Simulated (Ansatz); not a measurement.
# C2H2BCl: single points off equilibrium

The task here is to estimate one member of a computed series from the others.

The runs use Ansatz 0.2.0, Gaussian basis; single points in def2-TZVPP.

Correlated methods freeze the cores.

**The system as given**

SMILES `ClC1=CB1`, 6 atoms, charge 0, spin multiplicity 1.

Atoms are counted from 1 here; the program's logs count them from 0.

Bond lengths: Cl1–C2 1.714 Å, C2–C3 1.338 Å, C2–B4 1.422 Å, C3–B4 1.442 Å, C3–H5 1.078 Å, B4–H6 1.132 Å. Angles: Cl1–C2–C3 132.5°, Cl1–C2–B4 163.3°, C3–C2–B4 62.9°, C2–C3–B4 61.4°, C2–C3–H5 147.5°, B4–C3–H5 148.8°, C2–B4–C3 55.7°, C2–B4–H6 152.5°, C3–B4–H6 150.6°.

As a file:

| atom | x (Å) | y (Å) | z (Å) |
| --- | --- | --- | --- |
| Cl1 | -0.9446 | -2.1097 | -0.5668 |
| C2 | -0.4388 | -0.5238 | -0.1576 |
| C3 | 0.7276 | -0.0296 | 0.2744 |
| B4 | -0.3246 | 0.8910 | -0.0795 |
| H5 | 1.7739 | -0.2038 | 0.4671 |
| H6 | -0.7604 | 1.9360 | -0.0861 |

The first run:

run/in.yaml reads:

```yaml
crystal:
  periodic: [false, false, false]
  atoms:
    - {symbol: Cl, position_ang: [-0.944600, -2.109700, -0.566800]}
    - {symbol: C, position_ang: [-0.438800, -0.523800, -0.157600]}
    - {symbol: C, position_ang: [0.727600, -0.029600, 0.274400]}
    - {symbol: B, position_ang: [-0.324600, 0.891000, -0.079500]}
    - {symbol: H, position_ang: [1.773900, -0.203800, 0.467100]}
    - {symbol: H, position_ang: [-0.760400, 1.936000, -0.086100]}
basis:
  gaussian: {orbitals: def2-TZVPP}
correlation: {method: ccsd_t}
output: {forces: true}
```

The command line of these runs was not kept.

Steps of the session up to this table: CCSD(T)/def2-TZVPP; PBE0-D4/def2-TZVPP; wB97M-V/def2-TZVPP; r2SCAN-D4/def2-TZVPP; PBE-D4/def2-TZVPP; revPBE-D4/def2-TZVPP; r2SCAN0-D4/def2-TZVPP.

One of the session's tables, all rows but one given; the rest of the session is left out.

| method | RMS force component (eV/Å) | angle to CCSD(T) forces (°) | dipole (D) |
| --- | --- | --- | --- |
| CCSD(T) | 0.974 | reference | 1.16 |
| PBE0-D4 | ? | ? | ? |
| wB97M-V | 0.802 | 14.0 | 1.17 |
| r2SCAN-D4 | 0.819 | 12.3 | 1.19 |
| PBE-D4 | 0.894 | 8.1 | 1.12 |
| revPBE-D4 | 0.947 | 6.6 | 1.11 |
| r2SCAN0-D4 | 0.799 | 21.3 | 1.23 |

Q: Estimate the row for PBE0-D4 from the others.

As computed: RMS force component (eV/Å): 0.832; angle to CCSD(T) forces (°): 16.6; dipole (D): 1.19. In the column «RMS force component (eV/Å)» it lies between r2SCAN-D4 (0.819) and PBE-D4 (0.894).
